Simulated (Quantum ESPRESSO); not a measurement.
The system is MnO2.

```
CELL_PARAMETERS angstrom
4.39600 0.00000 0.00000
0.00000 4.39600 0.00000
0.00000 0.00000 2.87100
ATOMIC_POSITIONS crystal
Mn 0.00000 0.00000 0.00000
Mn 0.50000 0.50000 0.50000
O 0.30200 0.30200 0.00000
O 0.19800 0.80200 0.50000
O 0.69800 0.69800 0.00000
O 0.80200 0.19800 0.50000
```

Base run:

* Program: Quantum ESPRESSO 7.5
* Functional: revPBE
* Potentials or basis: PseudoDojo 0.4.1 SR LDA standard
* Cutoff: 1306 eV
* Density cutoff: 5225 eV
* k mesh: 4 × 4 × 7
* Occupations: gaussian, width 0.05 eV
* Spin: collinear spin, ferromagnetic start
* Starting moments: [3.0, 3.0, 0.0, 0.0, 0.0, 0.0] μB
* Hubbard terms: Mn d U = 4 eV

Its results: band gap on the k mesh none (metal or under the smearing width); pressure 14.1 GPa; net moment 6.03 μB per cell; site moments Mn +2.74; O -0.08 μB; largest force 0.451 eV/Å.

Problem. After a change of settings the same cell gave: band gap on the k mesh none (metal or under the smearing width); pressure 0.9 GPa; net moment 6.03 μB per cell; site moments Mn +2.70; O -0.06 μB; largest force 0.520 eV/Å. Which change was it?
A. functional from revPBE to PBE
B. functional from revPBE to PW91
C. functional from revPBE to PBEsol
D. functional from revPBE to RPBE

Solution. C.

PBEsol binds more tightly than revPBE, so the same cell stands under less pressure.

Caveats: the potentials were made for another functional, which shifts forces and pressure; only a ferromagnetic start was run, and an antiferromagnetic order may lie lower in energy.
